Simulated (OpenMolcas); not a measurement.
# A workflow on C

Wanted: a series of 9 runs (ROHF/def2-SVP, CASSCF(4,4)/def2-SVP, CASPT2(4,4)/def2-SVP, CASPT2[IPEA 0](4,4)/def2-SVP, SC-NEVPT2(4,4)/def2-SVP, PC-NEVPT2(4,4)/def2-SVP, MC-PDFT[tPBE](4,4)/def2-SVP, MC-PDFT[ftPBE](4,4)/def2-SVP, and more) of C. 

The results are computed with OpenMolcas 26.06.

70 further runs of the same task are left out: 70 set aside as unsound or not needed.

### Step 1. A single-point energy at ROHF/def2-SVP (run 1)

The input, step1.input:

```
&GATEWAY
BasLib
$CurrDir
Coord
1
bohr
C      0.00000000     0.00000000     0.00000000
Basis
def2-SVP
Group
NoSym
&SEWARD
&SCF
UHF
Spin
3
PrOrbitals
1
&RASSCF
FileOrb
$Project.UnaOrb
Spin
3
Nactel
2 0 0
Inactive
2
Ras2
2
OutOrbitals
Canonical
OrbListing
Nothing
```

The basis set def2-SVP is read from a file made from the Basis Set Exchange's data (not shown).

Run with:

```
export MOLCAS_MEM=1860
pymolcas step1.input > step1.log
```

The log of the run:

```text
--- Start Module: gateway ---

                                              &GATEWAY

                       available to each process: 1.9 GB of memory, 1 thread

 Basis Set     1 Label: C.DEF2-SVP
 Basis set is read from library:.
 basistype.tbl is not found

++    Symmetry information:
      ---------------------

                    Character Table for C1

                             E
                    a        1  x, y, xy, Rz, z, xz, Ry, yz, Rx, I
--

++    Basis set information:
      ----------------------

      Basis set label: C.DEF2-SVP.........

      Electronic valence basis set:
      ------------------
      Associated Effective Charge   6.000000 au
      Associated Actual Charge      6.000000 au
      Nuclear Model: Point charge

      Shell  nPrim  nBasis  Cartesian Spherical Contaminant
         s       7       3        X
         p       4       2        X
         d       1       1                 X
--

++    Molecular structure info:
      -------------------------

                    ************************************************
                    **** Cartesian Coordinates / bohr, angstrom ****
                    ************************************************

     Center  Label                x              y              z                     x              y              z
        1      C1               0.000000       0.000000       0.000000              0.000000       0.000000       0.000000
--

            Nuclear Potential Energy              0.00000000 au

--- Stop Module: gateway /rc=_RC_ALL_IS_WELL_ ---

--- Start Module: seward ---

                                              &SEWARD

                       available to each process: 1.9 GB of memory, 1 thread

               SEWARD will generate:
                  Multipole Moment integrals up to order  2
                  Kinetic Energy integrals
                  Nuclear Attraction integrals (point charge)
                  One-Electron Hamiltonian integrals
                  Velocity integrals
                  Orbital angular momentum around (  0.0000   0.0000   0.0000 )
                  Velocity quadrupole around (  0.0000   0.0000   0.0000 )
                  Two-Electron Repulsion integrals

                   Integrals are discarded if absolute value <: 1.00E-14
                   Integral cutoff threshold is set to       <: 1.00E-16

            Nuclear Potential Energy              0.00000000 au

      Basis set specifications :
      Symmetry species         a
      Basis functions           14

--- Stop Module: seward /rc=_RC_ALL_IS_WELL_ ---

--- Start Module: scf ---

                                                &SCF

                       available to each process: 1.9 GB of memory, 1 thread

++    Input section:
      --------------

      Header of the integral files:

      Cartesian coordinates in angstrom:
      -----------------------------------------------------
      No.  Label        X            Y            Z
      -----------------------------------------------------
       1   C1         0.00000000   0.00000000   0.00000000
      -----------------------------------------------------
      Nuclear repulsion energy =    0.00000000
--

++    Orbital specifications:
      -----------------------

      Symmetry species               1
                                     a
      Frozen orbitals                0
      Start temperature = 0.500
      End temperature   = 0.010
      Temperature Factor= 0.460
      Deleted orbitals               0
      Total number of orbitals      14
      Number of basis functions     14
--

      Molecular charge                           0.000

++    Optimization specifications:
      ----------------------------

      SCF Algorithm: Conventional USCF
      D(i)-D(i-1) density differences are used
      Number of density matrices in core                 5
      Maximum number of NDDO SCF iterations            400
      Maximum number of HF SCF iterations              400
      Threshold for SCF energy change             1.00E-09
      Threshold for density matrix                1.00E-04
      Threshold for Fock matrix                   1.50E-04
      Threshold for linear dependence             1.00E-09
      Threshold at which DIIS is turned on        1.50E-01
      Maximum depth in the DIIS procedure                5
      Maximum depth in the BFGS Hessian update          30
      Threshold at which QNR/C2DIIS is turned on  7.50E-02
      Threshold for Norm(delta) (QNR/C2DIIS)      1.00E-03
      All orbitals punched on: UHFORB
--

      Input vectors read from INPORB
      Orbital file label: *Guess orbitals

++ Convergence information
                               UHF SCF        iterations: Energy and convergence statistics

Iter     Tot. SCF        One-elec.       Two-elec.     Energy      Max Dij or  Max Fij      DNorm      TNorm      AccCon     Time
         Energy          Energy          Energy        Change      Delta Norm                                                in Sec.
   1   -36.994459932   -50.429939835    13.435479903   0.00E+00    1.27E-01*   1.82E-01*    2.79E+00   1.50E+01   None         0.
   2   -36.982163299   -49.423137484    12.440974185   1.23E-02*   1.22E-01*   1.36E-15     6.97E-01   1.44E+01   EDIIS        0.
   3   -37.296083543   -49.775283864    12.479200321  -3.14E-01*   8.41E-02*   6.02E-02*    7.13E-01   1.45E+01   EDIIS        0.
[... 9 lines of this table left out ...]
  13   -37.644509274   -50.367266295    12.722757022  -5.99E-03*   2.04E-02*   1.53E-02*    1.42E-01   1.48E+01   EDIIS        0.

       Fermi aufbau procedure completed!
      nOcc(alpha)=    4
      nOcc(beta) =    2

[... 7 lines left out ...]
       Convergence after  19 Iterations
[... 3 lines left out ...]
 *                                             SCF/KS-DFT Program, Final results                                             *
 *                                                       Final Results                                                       *
[... 72 lines left out ...]
      Title: Natural orbitals
[... 23 lines left out ...]
      Dipole Moment (debye):
[... 30 lines left out ...]
      Nuclear repulsion energy =    0.00000000
[... 15 lines left out ...]
++    Orbital specifications:
      -----------------------

      Symmetry species                           1
                                                 a
      Frozen orbitals                            0
      Inactive orbitals                          2
      Active orbitals                            2
      RAS1 orbitals                              0
      RAS2 orbitals                              2
      RAS3 orbitals                              0
      Secondary orbitals                        10
      Deleted orbitals                           0
      Number of basis functions                 14
--

++    CI expansion specifications:
      ----------------------------

      Number of CSFs                             1
      Number of determinants                     1
      Number of root(s) required                 1
      Root chosen for geometry opt.              1
      CI root used                               1

      highest root included in the CI            1
      max. size of the explicit Hamiltonian      1
--

++    Optimization specifications:
      ----------------------------

      RASSCF algorithm: Conventional
      Maximum number of macro iterations       200
      Maximum number of SX iterations          100
      Threshold for RASSCF energy            1.000E-08
      Threshold for max MO rotation          1.000E-01
      Threshold for max BLB element          1.000E-04
      Level shift parameter                  5.000E-01
      Make Quasi-Newton update
--

      The MO-coefficients are taken from the file:
      step1.UnaOrb
      Title:UHF natural orbitals

      Total molecular charge    0.00

      ************************************************************************************************************************
      *                                            Wave function control section                                             *
      ************************************************************************************************************************

                                         RASSCF iterations: Energy and convergence statistics
                                         ----------------------------------------------------

          iter iter root      energy       change     param      element    value   shift minimum  type update hh:mm:ss
 Nr of preliminary CI iterations:   1
        1   1    6    1   -37.64110231    0.00E+00  -3.52E-03    2   5 1 -5.45E-03*  0.31   0.00    SX    NO    0:00:00
        2   1    6    1   -37.64115241   -5.01E-05*  1.17E-03    2   5 1 -2.74E-03*  0.31   0.00    SX    NO    0:00:00
        3   1    5    1   -37.64116126   -8.85E-06*  4.81E-04    2   5 1 -1.26E-03*  0.31   0.00    SX    NO    0:00:00
        4   1    5    1   -37.64116313   -1.87E-06* -2.15E-04    2   5 1 -5.75E-04*  0.31   0.00    SX    NO    0:00:00
        5   1    5    1   -37.64116354   -4.06E-07*  1.88E-04    2   5 1 -2.63E-04*  0.31   1.87    LS   YES    0:00:00
        6   1    4    1   -37.64116365   -1.13E-07* -3.68E-06    2   8 1  1.82E-05   0.31   1.00    QN   YES    0:00:00
        7   1    3    1   -37.64116365   -1.01E-10  -9.78E-07    2   8 1  4.08E-06   0.31   1.28    QN   YES    0:00:00
      Convergence after  7 iterations
        8   1    3    1   -37.64116365   -5.39E-12  -9.78E-07    1   5 1  2.95E-07   0.31   1.28    QN   YES    0:00:00

      ************************************************************************************************************************
                                                      Wave function printout:
                       occupation of active orbitals, and spin coupling of open shells (u,d: Spin up or down)
      ************************************************************************************************************************

      Note: transformation to natural orbitals
      has been made, which may change the order of the CSFs.

      printout of CI-coefficients larger than  0.05 for root  1
      energy=     -37.641164
      conf/sym  11     Coeff  Weight
             1  uu   1.00000 1.00000

      Natural orbitals and occupation numbers for root  1
      sym 1:   1.000000   1.000000

      ************************************************************************************************************************
      *                                                    Final results                                                     *
      ************************************************************************************************************************

++    Final optimization conditions:
      ------------------------------

      Average CI energy                             -37.64116365
      RASSCF energy for state  1                    -37.64116365
      Super-CI energy                                -0.00000000
      RASSCF energy change                           -0.00000000
      Max change in MO coefficients               8.477E-07
      Max non-diagonal density matrix element    -9.776E-07
      Maximum BLB matrix element                  2.954E-07
      (orbital pair   1,   5 in symmetry   1)
      Norm of electronic gradient            3.306E-07
--

      Final state energy(ies):
      ------------------------

::    RASSCF root number  1 Total energy:    -37.64116365
      Von Neumann Entropy (Root   1) =  1.00000

      Mulliken population analysis for root number:  1
      -----------------------------------------------

++    Molecular charges:
      ------------------

      Mulliken charges per centre
      ---------------------------

                C1
      Total    6.0000

      N-E     -0.0000

      Total electronic charge=    6.000000

      Total            charge=   -0.000000
--

      Expectation values of various properties for root number:  1
      -----------------------------------------------------------

++    Molecular properties:
      ---------------------

      Charge (e):
                      =   -0.0000
      Dipole Moment (debye):
      Origin of the operator (angstrom)=    0.0000    0.0000    0.0000
                   X= -2.6388E-14               Y= -1.7548E-14               Z=  4.8226E-14           Total=  5.7707E-14
      Quadrupole Moment (debye*angstrom):
      Origin of the operator (angstrom)=    0.0000    0.0000    0.0000
                  XX= -4.8752E+00              XY=  2.7725E-01              XZ=  5.9812E-02              YY= -6.7538E+00
                  YZ=  8.6429E-03              ZZ= -6.7920E+00
      In traceless form (debye*angstrom)
                  XX=  1.8977E+00              XY=  4.1588E-01              XZ=  8.9718E-02              YY= -9.2021E-01
                  YZ=  1.2964E-02              ZZ= -9.7751E-01
--

      Mulliken spin population analysis for root number:  1
      ---------------------------------------------------

++    Molecular charges:
      ------------------

      Mulliken spin population per centre
      ---------------------------

                C1
      Total    2.0000

      Total electronic spin=    2.000000
--

      Canonical orbitals are written to the RASORB file
      Natural orbitals for root   1 are written to the RASORB.1 file
      Spin density orbitals for root   1 are written to the SPDORB.1 file

--- Stop Module: rasscf /rc=_RC_ALL_IS_WELL_ ---

.##################.
.# Happy landing! #.
.##################.

    Timing: Wall=2.88 User=2.32 System=0.55
```

Wall time 3.3 s (1 thread of Intel Xeon Platinum 8259CL at 2.50GHz (Skylake/Cascade Lake), shared host); peak memory 0.37 GiB.

### Step 2. The C atom: a single-point energy at CASSCF(4,4)/def2-SVP (run 2)

The input, step2.input:

```
&GATEWAY
 BasLib=$CurrDir
 Coord
 1
 bohr
 C      0.00000000     0.00000000     0.00000000
 Basis=def2-SVP
 Group=NoSym

&SEWARD

&RASSCF
 FileOrb=$CurrDir/step1.RasOrb
 Spin=3
 Nactel=4 0 0
 Inactive=1
 Ras2=4
 OrbListing=Nothing
```

The basis set def2-SVP is read from a file made from the Basis Set Exchange's data (not shown).

Run the same way, it converges to -37.66003 Eh (log not shown).

Runs 3 to 5 aren't shown in full; the table further down has their settings and results.

### Step 3. The C atom: the energy at PC-NEVPT2(4,4)/def2-SVP (run 6)

The input, step6.inp:

```
&GATEWAY
  BasLib = $CurrDir
  Coord
  1
  bohr
  C      0.00000000     0.00000000     0.00000000
  Basis = def2-SVP
  Group = NoSym

&SEWARD

&RASSCF
  FileOrb = $CurrDir/step2.RasOrb
  Spin = 3
  Nactel = 4 0 0
  Inactive = 1
  Ras2 = 4
  OrbListing = Nothing

&CASPT2
  PC-NEVPT2
  Frozen = 1
```

The basis set def2-SVP is read from a file made from the Basis Set Exchange's data (not shown).

Run the same way, it converges to -37.70314 Eh (log not shown).

Runs 7 to 8 aren't shown in full; the table further down has their settings and results.

### Step 4. The C atom: the energy at MRCI(4,4)/def2-SVP (run 9)

The input, step9.inp:

```
&GATEWAY
BasLib = $CurrDir
Coord
1
bohr
C      0.00000000     0.00000000     0.00000000
Basis = def2-SVP
Group = NoSym
&SEWARD
&RASSCF
FileOrb = $CurrDir/step2.RasOrb
Spin = 3
Nactel = 4 0 0
Inactive = 1
Ras2 = 4
OrbListing = Nothing
&MOTRA
LumOrb
Frozen = 1
&GUGA
Electrons = 4
Spin = 3
Inactive = 0
Active = 4
CIAll = 1
&MRCI
SDCI
```

The basis set def2-SVP is read from a file made from the Basis Set Exchange's data (not shown).

Run the same way, it converges to -37.71537 Eh (log not shown).

### Step 5. All runs side by side

| run | level | active rule | inactive | energy (Eh) | dipole moment (D) of the reference | wall time |
| --- | --- | --- | --- | --- | --- | --- |
| 1 | ROHF/def2-SVP | – | – | -37.641164 | 0.00 | 3.3 s |
| 2 | CASSCF(4,4)/def2-SVP | full valence | 1 | -37.660035 | 0.00 | 2.5 s |
| 3 | CASPT2(4,4)/def2-SVP | full valence | 1 | -37.704552 | 0.00 | 2.3 s |
| 4 | CASPT2[IPEA 0](4,4)/def2-SVP | full valence | 1 | -37.708875 | 0.00 | 2.3 s |
| 5 | SC-NEVPT2(4,4)/def2-SVP | full valence | 1 | -37.703074 | 0.00 | 2.3 s |
| 6 | PC-NEVPT2(4,4)/def2-SVP | full valence | 1 | -37.703142 | 0.00 | 3.3 s |
| 7 | MC-PDFT[tPBE](4,4)/def2-SVP | full valence | 1 | -37.751250 | 0.00 | 2.7 s |
| 8 | MC-PDFT[ftPBE](4,4)/def2-SVP | full valence | 1 | -37.762509 | 0.00 | 2.5 s |
| 9 | MRCI(4,4)/def2-SVP | full valence | 1 | -37.715373 | 0.00 | 2.4 s |

### Step 6. Results

| quantity | value |
| --- | --- |
| C atom, run 9: total energy | -37.71537 Eh |
| C atom, run 9: dipole moment (CASSCF density) | 0.00 D |

**Reading.** Below the ROHF energy at the same shape and in the same basis (def2-SVP): CASSCF(4,4) -18.9 mEh; CASPT2(4,4) -63.4 mEh; CASPT2[IPEA 0](4,4) -67.7 mEh; SC-NEVPT2(4,4) -61.9 mEh; PC-NEVPT2(4,4) -62.0 mEh; MRCI(4,4) -74.2 mEh. Active-space methods hold only the correlation inside their space unless a perturbation or CI step follows. All runs together took 24 s, the longest 3.3 s.
